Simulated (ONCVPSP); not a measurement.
**An ONCV potential for Be, from input to tests**

Task: generate the file, and judge it by its errors in other configurations, its logarithmic derivatives, its ghosts and its cutoff.

Program: ONCVPSP 4.0.1. Reference atom: PBE, scalar-relativistic, spherical and spin-unpolarised. All values are calculated.

## 1. The design

The settings as typed:

| Property | Result |
| --- | --- |
| element | beryllium (Be, Z = 4) |
| type | optimised norm-conserving Vanderbilt (ONCV) |
| frozen core | none |
| valence charge | 4 |
| reference configuration | 1s2 2s2 |
| partial waves | 1s+2s: rc 0.90 bohr, ncon 4, nbas 8, qcut 11.6 1/bohr, 3 projectors, debl 1.1 Ha; p scattering state at 0.3 Ha: rc 0.85 bohr, ncon 4, nbas 8, qcut 8.2 1/bohr, 3 projectors, debl 3.7 Ha |
| local potential | polynomial inside 0.55 bohr (lpopt 5, dvloc0 1 Ha) |
| core correction | not asked for |

The nodes and maxima of the atom's own shells, from an earlier all-electron run, set the scale for the radii.

All-electron outer shells of the reference configuration (PBE, scalar-relativistic, ld1.x):

```tsv
shell	level (eV)	outermost node (bohr)	outermost maximum (bohr)
1s	-106.21	–	0.27
2s	-5.61	0.59	2.04
2p	-2.02	–	2.28
```

## 2. The generation run

Be.dat reads:

```
# ATOM AND REFERENCE CONFIGURATION
# atsym  z   nc   nv     iexc    psfile
  Be 4.00    0    2        4      upf
#
#   n    l    f
    1    0    2.00
    2    0    2.00
#
# PSEUDOPOTENTIAL AND OPTIMIZATION
# lmax
    1
#
#   l,   rc,      ep,       ncon, nbas, qcut
    0    0.90    0.00    4    8   11.60
    1    0.85    0.30    4    8    8.20
#
# LOCAL POTENTIAL
# lloc, lpopt,  rc(5),   dvloc0
    4    5    0.55    1.00
#
# VANDERBILT-KLEINMAN-BYLANDER PROJECTORs
# l, nproj, debl
    0    3    1.10
    1    3    3.70
#
# MODEL CORE CHARGE
# icmod, fcfact, rcfact
    0    0.00    0.00
#
# LOG DERIVATIVE ANALYSIS
# epsh1, epsh2, depsh
   -5.00    5.00    0.04
#
# OUTPUT GRID
# rlmax, drl
    6.00    0.01
#
# TEST CONFIGURATIONS
# ncnf
    4
# nvcnf
#   n    l    f
    2
    1    0    2.00
    2    0    1.00
#
    2
    1    0    2.00
    2    0    0.00
#
    2
    1    0    2.00
    2    0    1.50
#
    3
    1    0    2.00
    2    0    1.00
    2    1    1.00
#
```

Run with:

```bash
$ oncvpsp.x < Be.dat > Be.out
```

What does the calculation give? Wanted: cutoffs for 1 and 0.1 mHa per electron, occupied waves; bound ghosts; GHOST(+) flags; largest test error; largest phase difference near zero energy, channels read.

**Answer**, as computed:

| quantity | value |
| --- | --- |
| cutoffs for 1 and 0.1 mHa per electron, occupied waves | 59 Ha and 87 Ha |
| bound ghosts | p at -25195.42 eV |
| GHOST(+) flags | s at 5774 eV |
| largest test error (AE − PS) | +5.2 meV, for 1s2 2s0 |
| largest phase difference near zero energy, channels read | 0.000 rad |

It has a bound ghost (p), a state that the atom doesn't have, and that rules the file out. By total energies transferability is good: the largest error is 5.2 meV on 27.5 eV, for 1s2 2s0. Atomic tests can pass in spite of a ghost, since they solve only for the levels asked. It counts as hard, with 59 Ha needed at the looser tolerance. At the looser tolerance the 1s wave is the slowest; 2s needs 50 Ha. Near zero energy the phases of the channels with partial waves agree within 0.001 rad. The program also flags highly localised states, GHOST(+) (s). All of this concerns the isolated atom, not yet a solid.
